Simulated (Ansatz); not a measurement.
# FH9Si4: the cost of one run

Method: RKS PBE0/def2-SVP, in Ansatz 0.2.0.

## Step 1: The system as given

Bond lengths: Si1–F2 1.590 Å, Si1–Si3 2.220 Å, Si3–H4 1.460 Å, Si3–H5 1.460 Å, Si3–H6 1.460 Å, Si1–Si7 2.218 Å, Si7–H8 1.460 Å, Si7–H9 1.460 Å, Si7–H10 1.460 Å, Si1–Si11 2.218 Å, Si11–H12 1.460 Å, Si11–H13 1.460 Å, Si11–H14 1.460 Å. Angles (14 of 24 angles, heavy atoms first): F2–Si1–Si3 109.5°, F2–Si1–Si7 109.5°, F2–Si1–Si11 109.5°, Si3–Si1–Si7 109.5°, Si3–Si1–Si11 109.5°, Si7–Si1–Si11 109.5°, Si1–Si3–H4 109.5°, Si1–Si3–H5 109.5°, Si1–Si3–H6 109.5°, Si1–Si7–H8 109.5°, Si1–Si7–H9 109.5°, Si1–Si7–H10 109.5°, Si1–Si11–H12 109.5°, Si1–Si11–H13 109.5°.

Coordinates:

```xyz
14

Si    0.0000    0.0000    0.0000
F     0.0000    0.0000    1.5900
Si    2.0935    0.0000   -0.7393
H     2.5508   -1.3762   -0.9079
H     2.1573    0.6939   -2.0222
H     2.9510    0.6823    0.2255
Si   -1.0456    1.8115   -0.7393
H    -2.4302    1.4780   -1.0607
H    -1.0215    2.8436    0.2931
H    -0.3743    2.3069   -1.9374
Si   -1.0456   -1.8115   -0.7393
H    -1.7029   -2.4846    0.3772
H    -2.0454   -1.4265   -1.7311
H    -0.0777   -2.7173   -1.3511
```

## Step 2: Preparing the start

input.yaml reads:

```yaml
crystal:
  periodic: [false, false, false]
  atoms:
    - { symbol: Si, position_ang: [0.0, 0.0, 0.0] }
    - { symbol: F, position_ang: [0.0, 0.0, 1.59] }
    - { symbol: Si, position_ang: [2.0935, 0.0, -0.7393] }
    - { symbol: H, position_ang: [2.5508, -1.3762, -0.9079] }
    - { symbol: H, position_ang: [2.1573, 0.6939, -2.0222] }
    - { symbol: H, position_ang: [2.951, 0.6823, 0.2255] }
    - { symbol: Si, position_ang: [-1.0456, 1.8115, -0.7393] }
    - { symbol: H, position_ang: [-2.4302, 1.478, -1.0607] }
    - { symbol: H, position_ang: [-1.0215, 2.8436, 0.2931] }
    - { symbol: H, position_ang: [-0.3743, 2.3069, -1.9374] }
    - { symbol: Si, position_ang: [-1.0456, -1.8115, -0.7393] }
    - { symbol: H, position_ang: [-1.7029, -2.4846, 0.3772] }
    - { symbol: H, position_ang: [-2.0454, -1.4265, -1.7311] }
    - { symbol: H, position_ang: [-0.0777, -2.7173, -1.3511] }
basis:
  gaussian: { orbitals: def2-SVP }
hamiltonian:
  xc: pbe0
relax:
  f_tol: 0.02
  max_steps: 40
output:
  orbitals: {}
```

On the command line:

```sh
$ ansatz run input.yaml --threads 4 --pin off --max-ram 5120MiB --backend cpu --events-out ev --progress --plain --runs-dir out
```

Q: Estimate wall time and peak memory on 4 threads of Arm Neoverse V1, shared host.

About 39 s, with a peak of 0.35 GiB.
